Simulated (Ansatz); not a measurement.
# MnSb2Te4: the cost of one run

Computed with Ansatz 0.2.0 (DFT PBE+U (U_eff = 3.9 eV on Mn 3d), scalar-relativistic, plane waves, PAW, unless a step's input says otherwise).

The runs add the D3(BJ) dispersion term to the functional named.

### 1 The structure to begin with

Symmetry: R-3m, No. 166, trigonal system. The conventional cell has a = 4.228 Å, b = 4.228 Å, c = 40.705 Å, α = 90.00°, β = 90.00°, γ = 120.00°. Around Mn (site symmetry -3m) lie 6 Te at 2.91 Å. Sb (site symmetry 3m) is surrounded by 6 Te at 2.97 to 3.25 Å. Te (site symmetry 3m) has 3 Sb at 2.97 Å in its first shell of neighbours. Around Te (site symmetry 3m) lie 3 Mn at 2.91 Å and 3 Sb at 3.25 Å.

Structure file:

```cif
data_structure
_symmetry_space_group_name_H-M 'P 1'
_symmetry_Int_Tables_number 1
_cell_length_a 13.7862
_cell_length_b 13.7862
_cell_length_c 13.7862
_cell_angle_alpha 17.643
_cell_angle_beta 17.643
_cell_angle_gamma 17.643
_cell_volume 210.09
loop_
_atom_site_label
_atom_site_type_symbol
_atom_site_fract_x
_atom_site_fract_y
_atom_site_fract_z
_atom_site_occupancy
Mn1 Mn 0.00000 0.00000 0.00000 1
Sb1 Sb 0.42490 0.42490 0.42490 1
Sb2 Sb 0.57510 0.57510 0.57510 1
Te1 Te 0.13330 0.13330 0.13330 1
Te2 Te 0.86670 0.86670 0.86670 1
Te3 Te 0.29440 0.29440 0.29440 1
Te4 Te 0.70560 0.70560 0.70560 1
```

Starting moments: Mn 5.00 μB.

### 2 First run, at the start cell

The input, input.yaml:

```yaml
crystal:
  lattice:
    - [2.1142, 1.22063394, 13.56833333]
    - [-2.1142, 1.22063394, 13.56833333]
    - [0.0, -2.44126788, 13.56833333]
  atoms:
    - { symbol: Mn, position: [1.0, 0.0, 0.0], spin: 5.0 }
    - { symbol: Sb, position: [0.4249, 0.4249, 0.4249] }
    - { symbol: Sb, position: [0.5751, 0.5751, 0.5751] }
    - { symbol: Te, position: [0.1333, 0.1333, 0.1333] }
    - { symbol: Te, position: [0.8667, 0.8667, 0.8667] }
    - { symbol: Te, position: [0.2944, 0.2944, 0.2944] }
    - { symbol: Te, position: [0.7056, 0.7056, 0.7056] }
basis:
  ecutwfc: 420
  ecutrho_ratio: 4
kpoints:
  mp_grid: { grid: [4, 4, 4] }
hamiltonian:
  xc: pbe
  hubbard: { sites: [{ species: Mn, l: d, u_eff: 3.9 }] }
  dispersion: d3bj
scf:
  occupations: { method: gaussian, width: 0.05 }
output:
  forces: true
  stress: true
  eigenvalues: true
  populations: true
  hubbard: { sites: [{ species: Mn, l: d }] }
magnetization:
  spin_polarized: true
```

Launch:

```sh
$ ansatz run input.yaml --threads 8 --pin off --max-ram 22528MiB --backend cpu --events-out ev --progress --plain --runs-dir out
```

Q: Estimate wall time and peak memory on 8 threads of Intel Xeon at 2.50GHz (Skylake/Cascade Lake), shared host.

About 15 s, with a peak of 1.2 GiB.
